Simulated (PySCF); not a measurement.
# SiCl₃+: a look at the electrons

For SiCl₃+, the scripts below analyse its density (charges, bond critical points, surface potential), localise its valence orbitals, see where an electron leaves and enters and compute its lowest excited states.

Program: PySCF 2.14.0. Level of theory: levels as typed in each script, gas phase, geometry from GFN2-xTB. These are calculated values, not measurements.

1 further run of the same task is left out (it didn't finish).

## (1) Starting geometry

SMILES `Cl[Si+](Cl)Cl`, 4 atoms, charge 1, spin multiplicity 1.

Bond lengths: Cl1–Si2 1.939 Å, Si2–Cl3 1.940 Å, Si2–Cl4 1.939 Å. Angles: Cl1–Si2–Cl3 120.0°, Cl1–Si2–Cl4 120.0°, Cl3–Si2–Cl4 120.0°.

Geometry (Å):

```
Cl   -0.3925    1.8994    0.0000
Si    0.0001    0.0000    0.0000
Cl   -1.4486   -1.2896    0.0000
Cl    1.8411   -0.6098    0.0000
```

## (2) Density, bond paths and surface potential (wB97X/aug-cc-pvdz)

input.py reads:

```python
import numpy as np
from pyscf import gto, scf, dft
from pyscf.scf import atom_ks, atom_hf
from scipy.linalg import block_diag

def solve(mol, dm0=None, hcore=None):
    mf = (dft.UKS if mol.spin else dft.RKS)(mol, xc='wb97x')
    mf.grids.level = 3
    mf = mf.density_fit(auxbasis='def2-universal-jkfit')
    mf.conv_tol, mf.max_cycle = 1e-8, 80
    if hcore is not None:
        mf.get_hcore = lambda *args: hcore
    mf.kernel(dm0)
    if not mf.converged:
        mf = mf.newton().run(mf.mo_coeff, mf.mo_occ, max_cycle=30)
    assert mf.converged, 'SCF not converged'
    return mf

mol = gto.M(atom='''
Cl    -0.39252     1.89935     0.00000
Si     0.00006     0.00000     0.00000
Cl    -1.44865    -1.28959     0.00000
Cl     1.84112    -0.60976     0.00000
''', basis='aug-cc-pvdz', charge=1, spin=0, verbose=4)
mf = solve(mol)
mf.analyze()
# spherically averaged free atoms, for the promolecule
atm = atom_ks.get_atm_nrks(mol, xc='wb97x')
pro = block_diag(*[(atm[a[0]][2] * atm[a[0]][3]) @ atm[a[0]][2].T for a in mol._atom])
np.savez('result.npz', e=mf.e_tot, c=mf.mo_coeff, occ=mf.mo_occ, eps=mf.mo_energy, pro=pro, dip=mf.dip_moment(verbose=0), s2=mf.spin_square()[0])
```

Run with:

```console
$ OMP_NUM_THREADS=1 python input.py
```

## (4) Localised orbitals (PBE0/def2-svpd)

input.py reads:

```python
import numpy as np
from pyscf import gto, scf, dft, lo
from pyscf.data.elements import chemcore

def solve(mol, dm0=None, hcore=None):
    mf = (dft.UKS if mol.spin else dft.RKS)(mol, xc='pbe0')
    mf.grids.level = 3
    mf = mf.density_fit(auxbasis='def2-universal-jkfit')
    mf.conv_tol, mf.max_cycle = 1e-8, 80
    if hcore is not None:
        mf.get_hcore = lambda *args: hcore
    mf.kernel(dm0)
    if not mf.converged:
        mf = mf.newton().run(mf.mo_coeff, mf.mo_occ, max_cycle=30)
    assert mf.converged, 'SCF not converged'
    return mf

mol = gto.M(atom='''
Cl    -0.39252     1.89935     0.00000
Si     0.00006     0.00000     0.00000
Cl    -1.44865    -1.28959     0.00000
Cl     1.84112    -0.60976     0.00000
''', basis='def2-svpd', charge=1, spin=0, verbose=4)
mf = solve(mol)
occ_all = mf.mo_coeff[:, mf.mo_occ > 0]
occ = occ_all[:, chemcore(mol):]
loc = lo.ibo.ibo(mol, occ, iaos=lo.iao.iao(mol, occ_all))
fock, s = mf.get_fock(), mf.get_ovlp()
ortho = lo.orth_ao(mol, 'meta_lowdin')
ortho = lo.vec_lowdin(lo.iao.iao(mol, occ_all), s)
labels = lo.iao.reference_mol(mol).ao_labels(fmt=None)
vir = lo.vvo.livvo(mol, occ_all, mf.mo_coeff[:, mf.mo_occ == 0])
both = np.hstack([loc, vir])
p = (ortho.T @ s @ both) ** 2
pop = np.array([p[[l[0] == a for l in labels]].sum(0) for a in range(mol.natm)])
spd = np.array([[p[[l[0] == a and l[2][-1] == k for l in labels]].sum(0) for k in 'spd'] for a in range(mol.natm)])
eps = np.einsum('pi,pq,qi->i', both, fock, both)
for i in np.argsort(eps):
    top = np.argsort(-pop[:, i])[:3]
    print('%3d %s %9.4f Eh ' % (i + 1, 'occ' if i < loc.shape[1] else 'vir', eps[i]), '  '.join('%s%d %.3f' % (mol.atom_symbol(a), a + 1, pop[a, i]) for a in top))
np.savez('result.npz', c=both, nocc=loc.shape[1], pop=pop, spd=spd, eps=eps, e=mf.e_tot)
```

## (6) Removing and adding an electron (PBE/def2-svpd)

input.py reads:

```python
import numpy as np
from pyscf import gto, scf, dft
from pyscf.scf import atom_ks, atom_hf
from scipy.linalg import block_diag

def solve(mol, dm0=None, hcore=None):
    mf = (dft.UKS if mol.spin else dft.RKS)(mol, xc='pbe')
    mf.grids.level = 3
    mf = mf.density_fit(auxbasis='def2-universal-jkfit')
    mf.conv_tol, mf.max_cycle = 1e-8, 80
    if hcore is not None:
        mf.get_hcore = lambda *args: hcore
    mf.kernel(dm0)
    if not mf.converged:
        mf = mf.newton().run(mf.mo_coeff, mf.mo_occ, max_cycle=30)
    assert mf.converged, 'SCF not converged'
    return mf

mol = gto.M(atom='''
Cl    -0.39252     1.89935     0.00000
Si     0.00006     0.00000     0.00000
Cl    -1.44865    -1.28959     0.00000
Cl     1.84112    -0.60976     0.00000
''', basis='def2-svpd', charge=1, spin=0, verbose=4)
mf = solve(mol)
out = dict(e0=mf.e_tot, dm0=mf.make_rdm1(), c=mf.mo_coeff, occ=mf.mo_occ, eps=mf.mo_energy)
for name, dq, spin in [('cation', 1, 1), ('anion', -1, 1)]:
    ion = mol.copy().set(charge=mol.charge + dq, spin=spin).build()
    mi = solve(ion)
    if spin and dq > 0 and mol.nao < 130:
        c, _, stable, _ = mi.stability(return_status=True)
        if not stable:
            mi = solve(ion, mi.make_rdm1(c, mi.mo_occ))
    print(name, 'vertical energy change / eV', (mi.e_tot - mf.e_tot) * 27.211386)
    out.update({'e_' + name: mi.e_tot, 'dm_' + name: mi.make_rdm1(), 's2_' + name: mi.spin_square()[0], 'eps_' + name: mi.mo_energy, 'occ_' + name: mi.mo_occ})
# spherically averaged free atoms, for the promolecule
atm = atom_ks.get_atm_nrks(mol, xc='pbe')
pro = block_diag(*[(atm[a[0]][2] * atm[a[0]][3]) @ atm[a[0]][2].T for a in mol._atom])
np.savez('result.npz', pro=pro, **out)
```

## (8) Excited states (B3LYP/6-31+g*)

input.py reads:

```python
import numpy as np
from pyscf import gto, scf, dft, tdscf
from pyscf.scf import atom_ks, atom_hf
from scipy.linalg import block_diag

def solve(mol, dm0=None, hcore=None):
    mf = (dft.UKS if mol.spin else dft.RKS)(mol, xc='b3lyp')
    mf.grids.level = 3
    mf = mf.density_fit(auxbasis='def2-universal-jkfit')
    mf.conv_tol, mf.max_cycle = 1e-8, 80
    if hcore is not None:
        mf.get_hcore = lambda *args: hcore
    mf.kernel(dm0)
    if not mf.converged:
        mf = mf.newton().run(mf.mo_coeff, mf.mo_occ, max_cycle=30)
    assert mf.converged, 'SCF not converged'
    return mf

mol = gto.M(atom='''
Cl    -0.39252     1.89935     0.00000
Si     0.00006     0.00000     0.00000
Cl    -1.44865    -1.28959     0.00000
Cl     1.84112    -0.60976     0.00000
''', basis='6-31+g*', charge=1, spin=0, verbose=4)
mf = solve(mol)
td = mf.TDA()
td.nstates, td.singlet, td.conv_tol = 4, True, 1e-5
td.kernel()
td.analyze()
x, y = np.array([p[0] for p in td.xy]), np.array([p[1] + 0 * p[0] for p in td.xy])
f, mu = td.oscillator_strength(), td.transition_dipole()
nto = [td.get_nto(state=i + 1, verbose=4) for i in range(len(td.e))]
# spherically averaged free atoms, for the promolecule
atm = atom_ks.get_atm_nrks(mol, xc='b3lyp')
pro = block_diag(*[(atm[a[0]][2] * atm[a[0]][3]) @ atm[a[0]][2].T for a in mol._atom])
np.savez('result.npz', e=td.e, f=f, ok=td.converged, w=[n[0] for n in nto], nto=[n[1] for n in nto], x=x, y=y, c=mf.mo_coeff, occ=mf.mo_occ, eps=mf.mo_energy, pro=pro, mu=mu)
```

(Steps that only read results are left out.)

Before running it: what results should come out? Wanted: dipole moment; HOMO, LUMO; vertical ionisation energy; vertical electron affinity; lowest singlet excitation.

**Answer**, as computed:

| quantity | value |
| --- | --- |
| dipole moment (wB97X/aug-cc-pvdz) | 0.00 D |
| HOMO, LUMO (wB97X/aug-cc-pvdz) | -17.91, -6.20 eV |
| localised occupied orbitals above −45 eV (PBE0/def2-svpd) | 12 |
| vertical ionisation energy (PBE/def2-svpd) | 17.21 eV |
| vertical electron affinity (PBE/def2-svpd) | 6.37 eV |
| lowest singlet excitation (B3LYP/6-31+g*) | 5.34 eV |

What this shows: At wB97X/aug-cc-pvdz: The highest Hirshfeld charge is on Si2 (+0.62 e), the lowest on Cl1, Cl3 and Cl4 (+0.13 e). The ionisation energy from two SCF runs, 17.21 eV, lies 3.1 eV above −ε(HOMO) = 14.13 eV of the same level, PBE/def2-svpd, since self-interaction lifts this functional's HOMO. All values hold at the given geometry, in the gas phase.
